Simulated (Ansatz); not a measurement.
# F− with CH₆Si: structure and interaction energy

How do F− and CH₆Si sit together, how strongly do they interact, and which methods get it right?

Program: Ansatz 0.2.0, Gaussian basis. Level of theory: PBE0-D4 structure, single points in def2-TZVPPD. These are calculated values, not measurements.

Levels: PBE-D4, revPBE-D4, BLYP-D4, r2SCAN-D4, B97M-V, PBE0-D4, B3LYP-D4, HSE06-D4, wB97X-V, wB97M-V, B2PLYP, Hartree-Fock, MP2, CCSD, CCSD(T). The reference is CCSD(T) extrapolated to the basis limit.

Cores are frozen in the correlated methods. B3LYP uses VWN-RPA correlation. B2PLYP carries no dispersion term here.

163 further runs of the same task are left out: 163 set aside as unsound or not needed. Runs told in other sessions of the task aren't counted.

**1. The starting structure**

The pair, from a GFN2-xTB docking trial: 9 atoms, charge -1, spin multiplicity 1.

Atoms are counted from 1 here; the program's logs count them from 0.

Bond lengths: F1–Si3 1.765 Å, C2–Si3 1.905 Å, C2–H4 1.086 Å, C2–H5 1.087 Å, C2–H6 1.087 Å, Si3–H7 1.492 Å, Si3–H8 1.596 Å, Si3–H9 1.491 Å. Angles: Si3–C2–H4 111.7°, Si3–C2–H5 110.9°, Si3–C2–H6 110.8°, H4–C2–H5 107.9°, H4–C2–H6 107.9°, H5–C2–H6 107.4°, F1–Si3–C2 94.4°, F1–Si3–H7 85.9°, F1–Si3–H8 170.8°, F1–Si3–H9 85.8°, C2–Si3–H7 112.0°, C2–Si3–H8 94.8°, C2–Si3–H9 111.8°, H7–Si3–H8 90.7°, H7–Si3–H9 135.9°, H8–Si3–H9 90.7°.

As a file:

```xyz
9
CH6FSi
F     1.02940    0.08740   -1.68550
C     0.50090   -0.16320    0.94500
Si   -0.42910    0.12640   -0.69260
H     1.57180   -0.25160    0.78930
H     0.15750   -1.07340    1.42990
H     0.33030    0.65750    1.63690
H    -0.50040    1.57410   -1.04560
H    -1.87290    0.19970   -0.01600
H    -0.78750   -1.15670   -1.36150
```

Atoms 1 to 1 are fragment A (F−), the rest fragment B (CH₆Si).

**2. A first relaxation in a small basis**

pre/in.yaml

```yaml
crystal:
  periodic: [false, false, false]
  atoms:
    - {symbol: F, position_ang: [1.029400, 0.087400, -1.685500]}
    - {symbol: C, position_ang: [0.500900, -0.163200, 0.945000]}
    - {symbol: Si, position_ang: [-0.429100, 0.126400, -0.692600]}
    - {symbol: H, position_ang: [1.571800, -0.251600, 0.789300]}
    - {symbol: H, position_ang: [0.157500, -1.073400, 1.429900]}
    - {symbol: H, position_ang: [0.330300, 0.657500, 1.636900]}
    - {symbol: H, position_ang: [-0.500400, 1.574100, -1.045600]}
    - {symbol: H, position_ang: [-1.872900, 0.199700, -0.016000]}
    - {symbol: H, position_ang: [-0.787500, -1.156700, -1.361500]}
basis:
  gaussian: {orbitals: def2-SVPD}
total_charge: -1
hamiltonian: {xc: pbe, dispersion: d4}
relax: {f_tol: 0.03, max_steps: 250}
```

Run with:

```
> ansatz run in.yaml --threads 4 --pin off --events-out ev --progress --plain --max-ram 9574MiB
```

Output, shortened:

```text
Functional definition: PBE
  name "PBE"
  cite "Perdew, Burke & Ernzerhof, Phys. Rev. Lett. 77, 3865 (1996) doi:10.1103/PhysRevLett.77.3865"
  parent pbe
[...]
966 factors; their error is unknown
[...]
mean field -11717.22146066 eV, -430.5999464612 hartree, gradient 4.9e-5 eV, S^2 0.000000; 0 other end points of the search recorded, 0 dependent functions left out
[...]
reference -11717.22150534 eV, -430.5999481034 hartree; 18, 18 occupied and 97, 97 virtual orbitals, 966 factors
relax step   1: F+E_penalty+E_count = -11717.38905446 eV  Δ(F+E_penalty+E_count) = +0.000e0 eV  max|allowed force component| = 9.594e-1 eV/Å  Δτ_max = 0.0000 Å  (26 SCF iters, accepted)
[...]
Atom 1 at     0.531210    -0.168975     0.972943 Å, force     0.011334    -0.000442    -0.007493 eV/Å
Atom 2 at    -0.428788     0.125174    -0.682170 Å, force    -0.011065    -0.002543    -0.026210 eV/Å
Atom 3 at     1.626452    -0.265594     0.837927 Å, force    -0.000981     0.001316    -0.006183 eV/Å
Atom 4 at     0.144630    -1.088165     1.462478 Å, force    -0.005704    -0.002294     0.000270 eV/Å
Atom 5 at     0.324994     0.670352     1.670757 Å, force    -0.004163     0.003495     0.001535 eV/Å
Atom 6 at    -0.615882     1.553088    -1.206453 Å, force    -0.008780    -0.011731     0.023952 eV/Å
Atom 7 at    -1.828912     0.177030     0.102930 Å, force    -0.003152     0.012293    -0.002723 eV/Å
Atom 8 at    -0.894270    -1.076034    -1.512137 Å, force     0.006378     0.003899     0.015074 eV/Å
Dipole moment:     0.266087    -0.070181     0.368887 e Å
```

It took 5.5 s on 4 threads of Arm Neoverse V1, shared host.

Relaxation path:

```csv
step,energy from step 1 (eV),largest force component (eV/Å)
1,0.0000,0.9594
2,-0.1099,0.5976
3,-0.1449,0.3251
4,-0.1545,0.2020
5,-0.1575,0.0262
```

Distances of close pairs at the start and the end, largest changes first:

```csv
bond,before (Å),after (Å),change (Å)
F1–Si3,1.765,1.843,+0.078
Si3–H9,1.491,1.532,+0.042
Si3–H7,1.492,1.533,+0.041
C2–Si3,1.905,1.936,+0.030
C2–H6,1.087,1.111,+0.024
C2–H5,1.087,1.111,+0.024
C2–H4,1.086,1.108,+0.022
Si3–H8,1.596,1.606,+0.010
```

**3. Relaxation at PBE0-D4**

relax/in.yaml

```yaml
crystal:
  periodic: [false, false, false]
  atoms:
    - {symbol: F, position_ang: [1.140565, 0.073323, -1.646374]}
    - {symbol: C, position_ang: [0.531210, -0.168975, 0.972943]}
    - {symbol: Si, position_ang: [-0.428788, 0.125174, -0.682170]}
    - {symbol: H, position_ang: [1.626452, -0.265594, 0.837927]}
    - {symbol: H, position_ang: [0.144630, -1.088165, 1.462478]}
    - {symbol: H, position_ang: [0.324994, 0.670352, 1.670757]}
    - {symbol: H, position_ang: [-0.615882, 1.553088, -1.206453]}
    - {symbol: H, position_ang: [-1.828912, 0.177030, 0.102930]}
    - {symbol: H, position_ang: [-0.894270, -1.076034, -1.512137]}
basis:
  gaussian: {orbitals: def2-TZVPD}
total_charge: -1
hamiltonian: {xc: pbe0, dispersion: d4}
relax: {f_tol: 0.005, max_steps: 200}
```

Run with:

```
> ansatz run in.yaml --threads 4 --pin off --events-out ev --progress --plain --max-ram 9574MiB
```

Output, shortened:

```text
Functional definition: PBE0
  name "PBE0"
  cite "Adamo & Barone, J. Chem. Phys. 110, 6158 (1999) doi:10.1063/1.478522"
[... 2 set-up lines as earlier in the session ...]
[...]
973 factors; their error is unknown
[...]
mean field -11725.51202243 eV, -430.9046189870 hartree, gradient 1.7e-5 eV, S^2 0.000000; 0 other end points of the search recorded, 0 dependent functions left out
[...]
Atom 5 at     0.317195     0.662901     1.644219 Å, force    -0.001159     0.000037     0.000681 eV/Å
Atom 6 at    -0.617231     1.540027    -1.187223 Å, force     0.000903     0.000011    -0.000380 eV/Å
Atom 7 at    -1.788414     0.176195     0.094229 Å, force     0.000741    -0.000578     0.000940 eV/Å
Atom 8 at    -0.890161    -1.068972    -1.492217 Å, force     0.000963     0.000260    -0.000187 eV/Å
Dipole moment:     0.369991    -0.074392     0.305242 e Å
```

Wall time 17 s (4 threads of Arm Neoverse V1, shared host).

Step by step:

```csv
step,energy from step 1 (eV),largest force component (eV/Å)
1,0.0000,0.7066
2,-0.0379,0.5910
3,-0.0577,0.2052
4,-0.0570,0.1708
5,-0.0604,0.0280
6,-0.0603,0.1140
7,-0.0607,0.0123
8,-0.0607,0.0024
```

Close pairs (by a distance rule), those that changed most:

```csv
bond,before (Å),after (Å),change (Å)
F1–Si3,1.843,1.755,-0.087
C2–Si3,1.936,1.917,-0.019
C2–H6,1.111,1.096,-0.015
C2–H5,1.111,1.096,-0.015
C2–H4,1.108,1.093,-0.014
Si3–H7,1.533,1.518,-0.014
Si3–H9,1.532,1.518,-0.014
Si3–H8,1.606,1.598,-0.008
```

The shortest distance between the fragments is F1–Si3, 1.76 Å.

Counterpoise needs three runs a level at this geometry: the pair (ab), and each fragment in the basis of the whole pair, with ghost atoms in place of the other (a, b).

**4. wB97X-V/def2-TZVPPD**

ab/in.yaml

```yaml
crystal:
  periodic: [false, false, false]
  atoms:
    - {symbol: F, position_ang: [1.094158, 0.074383, -1.615347]}
    - {symbol: C, position_ang: [0.529870, -0.167768, 0.961986]}
    - {symbol: Si, position_ang: [-0.396886, 0.122301, -0.690288]}
    - {symbol: H, position_ang: [1.612719, -0.265463, 0.845467]}
    - {symbol: H, position_ang: [0.138749, -1.073406, 1.439075]}
    - {symbol: H, position_ang: [0.317195, 0.662901, 1.644219]}
    - {symbol: H, position_ang: [-0.617231, 1.540027, -1.187223]}
    - {symbol: H, position_ang: [-1.788414, 0.176195, 0.094229]}
    - {symbol: H, position_ang: [-0.890161, -1.068972, -1.492217]}
basis:
  gaussian: {orbitals: "def2-TZVPPD.json"}
total_charge: -1
hamiltonian: {xc: {name: wB97X-V}}
```

a/in.yaml

```yaml
crystal:
  periodic: [false, false, false]
  atoms:
    - {symbol: F, position_ang: [1.094158, 0.074383, -1.615347]}
basis:
  gaussian:
    orbitals: "def2-TZVPPD.json"
    ghost_atoms:
      - {symbol: C, position_ang: [0.529870, -0.167768, 0.961986]}
      - {symbol: Si, position_ang: [-0.396886, 0.122301, -0.690288]}
      - {symbol: H, position_ang: [1.612719, -0.265463, 0.845467]}
      - {symbol: H, position_ang: [0.138749, -1.073406, 1.439075]}
      - {symbol: H, position_ang: [0.317195, 0.662901, 1.644219]}
      - {symbol: H, position_ang: [-0.617231, 1.540027, -1.187223]}
      - {symbol: H, position_ang: [-1.788414, 0.176195, 0.094229]}
      - {symbol: H, position_ang: [-0.890161, -1.068972, -1.492217]}
total_charge: -1
hamiltonian: {xc: {name: wB97X-V}}
```

b/in.yaml

```yaml
crystal:
  periodic: [false, false, false]
  atoms:
    - {symbol: C, position_ang: [0.529870, -0.167768, 0.961986]}
    - {symbol: Si, position_ang: [-0.396886, 0.122301, -0.690288]}
    - {symbol: H, position_ang: [1.612719, -0.265463, 0.845467]}
    - {symbol: H, position_ang: [0.138749, -1.073406, 1.439075]}
    - {symbol: H, position_ang: [0.317195, 0.662901, 1.644219]}
    - {symbol: H, position_ang: [-0.617231, 1.540027, -1.187223]}
    - {symbol: H, position_ang: [-1.788414, 0.176195, 0.094229]}
    - {symbol: H, position_ang: [-0.890161, -1.068972, -1.492217]}
basis:
  gaussian:
    orbitals: "def2-TZVPPD.json"
    ghost_atoms:
      - {symbol: F, position_ang: [1.094158, 0.074383, -1.615347]}
hamiltonian: {xc: {name: wB97X-V}}
```

The basis file named in the input lies beside it (Basis Set Exchange, JSON).

Each run has its own folder and the same command.

Run with:

```
> ansatz run in.yaml --threads 4 --pin off --events-out ev --progress --plain --max-ram 9574MiB
```

ab printed, shortened:

```text
Functional definition: wB97X-V
  name "wB97X-V"
  cite "Mardirossian & Head-Gordon, Phys. Chem. Chem. Phys. 16, 9904 (2014) doi:10.1039/C3CP54374A"
  cite "Becke, J. Chem. Phys. 107, 8554 (1997) doi:10.1063/1.475007"
  cite "Vydrov & Van Voorhis, J. Chem. Phys. 133, 244103 (2010) doi:10.1063/1.3521275"
[...]
      + integral(e_c_pw_opposite_spin*poly(b97_u_opposite, cos0, cos1)) + vv10(b, c)
1040 factors; their error is unknown
325 factors; integrals over basis functions are off by at most 2.9e-5 eV
[...]
mean field -11730.59214610 eV, -431.0913100884 hartree, gradient 1.2e-5 eV, S^2 0.000000; 0 other end points of the search recorded, 0 dependent functions left out
reference -11730.59214350 eV, -431.0913099928 hartree; 18, 18 occupied and 209, 209 virtual orbitals, 1040 factors
Total energy: -11730.59214350 eV, -431.0913099928 hartree
```

Output in a, shortened:

```text
[... 5 set-up lines as earlier in the session ...]
[...]
      + integral(e_c_pw_opposite_spin*poly(b97_u_opposite, cos0, cos1)) + vv10(b, c)
967 factors; their error is unknown
314 factors; integrals over basis functions are off by at most 2.7e-5 eV
[...]
mean field -2717.31044941 eV, -99.8593171565 hartree, gradient 1.8e-5 eV, S^2 0.000000; 0 other end points of the search recorded, 0 dependent functions left out
reference -2717.31044686 eV, -99.8593170630 hartree; 5, 5 occupied and 222, 222 virtual orbitals, 967 factors
Total energy: -2717.31044686 eV, -99.8593170630 hartree
```

b printed, shortened:

```text
[... 5 set-up lines as earlier in the session ...]
[...]
      + integral(e_c_pw_opposite_spin*poly(b97_u_opposite, cos0, cos1)) + vv10(b, c)
1035 factors; their error is unknown
324 factors; integrals over basis functions are off by at most 1.9e-5 eV
[...]
mean field -9010.60396134 eV, -331.1335879726 hartree, gradient 2.8e-5 eV, S^2 0.000000; 0 other end points of the search recorded, 0 dependent functions left out
reference -9010.60395914 eV, -331.1335878918 hartree; 13, 13 occupied and 214, 214 virtual orbitals, 1035 factors
Total energy: -9010.60395914 eV, -331.1335878918 hartree
```

Times: 6 s (ab), 3.9 s (a), 4.3 s (b) on 4 threads of Arm Neoverse V1, shared host; peak memory 0.65 GiB.

Interaction energy, ab − a − b: -61.75 kcal/mol.

**5. wB97M-V/def2-TZVPPD**

The same edit goes into each in.yaml of step 4 (ab, a, b):

```diff
-hamiltonian: {xc: {name: wB97X-V}}
+hamiltonian: {xc: {name: wB97M-V}}
```

One command serves all of them, each in its own folder.

Run with:

```
> ansatz run in.yaml --threads 4 --pin off --events-out ev --progress --plain --max-ram 9574MiB
```

Output in ab, shortened:

```text
Functional definition: wB97M-V
  name "wB97M-V"
  cite "Mardirossian & Head-Gordon, J. Chem. Phys. 144, 214110 (2016) doi:10.1063/1.4952647"
[... 2 set-up lines as earlier in the session ...]
  # Of w^i u^j: cxij and so on, Table III.
[...]
  gx(w, u) = 1 - cx + cx01*u + cx10*w
[...]
      + integral(e_c_pw_mod_opposite_spin*gos(b97_w_opposite, b97_u_opposite)) + vv10(b, c)
1035 factors; their error is unknown
325 factors; integrals over basis functions are off by at most 2.9e-5 eV
[...]
mean field -11730.79381324 eV, -431.0987212189 hartree, gradient 4.0e-5 eV, S^2 0.000000; 0 other end points of the search recorded, 0 dependent functions left out
reference -11730.79387728 eV, -431.0987235724 hartree; 18, 18 occupied and 209, 209 virtual orbitals, 1035 factors
Total energy: -11730.79387728 eV, -431.0987235724 hartree
```

Output in a, shortened:

```text
[... 5 set-up lines as earlier in the session ...]
  # Of w^i u^j: cxij and so on, Table III.
[...]
  gx(w, u) = 1 - cx + cx01*u + cx10*w
[...]
      + integral(e_c_pw_mod_opposite_spin*gos(b97_w_opposite, b97_u_opposite)) + vv10(b, c)
967 factors; their error is unknown
314 factors; integrals over basis functions are off by at most 2.7e-5 eV
[...]
mean field -2717.60410266 eV, -99.8701087146 hartree, gradient 2.5e-5 eV, S^2 0.000000; 0 other end points of the search recorded, 0 dependent functions left out
reference -2717.60416740 eV, -99.8701110936 hartree; 5, 5 occupied and 222, 222 virtual orbitals, 967 factors
Total energy: -2717.60416740 eV, -99.8701110936 hartree
```

Output in b, shortened:

```text
[... 5 set-up lines as earlier in the session ...]
  # Of w^i u^j: cxij and so on, Table III.
[...]
  gx(w, u) = 1 - cx + cx01*u + cx10*w
[...]
      + integral(e_c_pw_mod_opposite_spin*gos(b97_w_opposite, b97_u_opposite)) + vv10(b, c)
1030 factors; their error is unknown
324 factors; integrals over basis functions are off by at most 1.9e-5 eV
[...]
mean field -9010.46735520 eV, -331.1285677893 hartree, gradient 2.7e-5 eV, S^2 0.000000; 0 other end points of the search recorded, 0 dependent functions left out
reference -9010.46741147 eV, -331.1285698573 hartree; 13, 13 occupied and 214, 214 virtual orbitals, 1030 factors
Total energy: -9010.46741147 eV, -331.1285698573 hartree
```

Wall times: 6.5 s (ab), 4.4 s (a), 5.5 s (b) on 4 threads of Arm Neoverse V1, shared host; peak memory 0.67 GiB.

E(ab) − E(a) − E(b) = -62.78 kcal/mol.

(Part 1 of 3 ends here.)
